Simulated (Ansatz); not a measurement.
**SiAsH₂+ (triplet): wave-function methods side by side, cc-pVTZ**

An exercise on one series of results from a longer session: the logs are not shown, and one member is left open.

Computed with Ansatz 0.2.0, Gaussian basis. Level: cc-pVTZ, core rule «outside noble gas», up to 19 orbitals frozen.

Plan: UHF; CCSD(T) on ROHF; CCSD(T) on UHF; BCCD(T) on ROHF; CCSDT(Q) on ROHF; CCSDT(Q) on UHF; CASSCF and MRCISD+Q, 10 electrons in 10 orbitals; CASSCF and NEVPT2, 10 electrons in 10 orbitals.

7 further runs of the same task are left out: 2 for a known fault of the program, 5 set aside as unsound or not needed. Runs told in other sessions of the task aren't counted.

## What is computed

The geometry is a PBE0/def2-TZVP stationary point (not a proven minimum) of the parent state, kept for this charge and spin. No spin-orbit coupling is included. The filled d shell of As may be among the frozen orbitals whatever the setting's name suggests.

4 atoms, charge 1, spin multiplicity 3.

Atoms are counted from 1 here; the program's logs count them from 0.

Bond lengths: Si1–As2 2.399 Å, Si1–H3 1.478 Å, Si1–H4 1.478 Å. Angles: As2–Si1–H3 121.2°, As2–Si1–H4 121.2°, H3–Si1–H4 117.6°.

Geometry (Å):

```xyz
4

Si    0.0000    0.0000    1.6964
As    0.0000    0.0000   -0.7022
H     0.0000    1.2642    2.4622
H     0.0000   -1.2642    2.4622
```

The first run:

in.yaml reads:

```yaml
crystal:
  periodic: [false, false, false]
  atoms:
    - {symbol: Si, position_ang: [0.000000, 0.000000, 1.696441]}
    - {symbol: As, position_ang: [0.000000, 0.000000, -0.702186]}
    - {symbol: H, position_ang: [0.000000, 1.264239, 2.462181]}
    - {symbol: H, position_ang: [0.000000, -1.264239, 2.462181]}
basis:
  gaussian: {orbitals: cc-pVTZ}
total_charge: 1
magnetization: {spin_polarized: true, initial_magnetization: 2}
hamiltonian: {xc: hf}
output: {orbitals: {seedname: orbitals}}
```

On the command line:

```sh
> ansatz run in.yaml --threads 1 --pin off --events-out ev --progress --plain --max-ram 4096MiB --backend cpu
```

Steps of the session up to this table: UHF; CCSD(T) on ROHF; CCSD(T) on UHF; BCCD(T) on ROHF; CCSDT(Q) on ROHF; CCSDT(Q) on UHF; CASSCF and MRCISD+Q, 10 electrons in 10 orbitals; CASSCF and NEVPT2, 10 electrons in 10 orbitals.

One of the session's tables, all rows but one given; the rest of the session is left out.

```
          method  from UCCSDT(Q) (kJ/mol)
            ROHF                   +605.3
             UHF                   +591.6
            RMP2                   +119.5
            UMP2                   +122.5
           RCCSD                    +28.5
           UCCSD                    +27.3
        RCCSD(T)                     +5.9
        UCCSD(T)                     +5.3
         BCCD(T)                     +5.9
          RCCSDT                     +1.9
          UCCSDT                     +1.1
       RCCSDT(Q)                     +0.8
       UCCSDT(Q)                        0
  CASSCF valence                   +433.0
  NEVPT2 valence                   +113.5
  MRCISD valence                    +38.8
MRCISD+Q valence                        ?
```

**Question.** Estimate the row for MRCISD+Q valence.

**Answer.** from UCCSDT(Q) (kJ/mol): +6.6. In the column «from UCCSDT(Q) (kJ/mol)» it lies between BCCD(T) (+5.9) and UCCSD (+27.3).

To keep in mind: Restricted and unrestricted rows rest on different reference determinants; a gap between their highest levels can come from leftover correlation error, from unlike frozen cores or from another state.
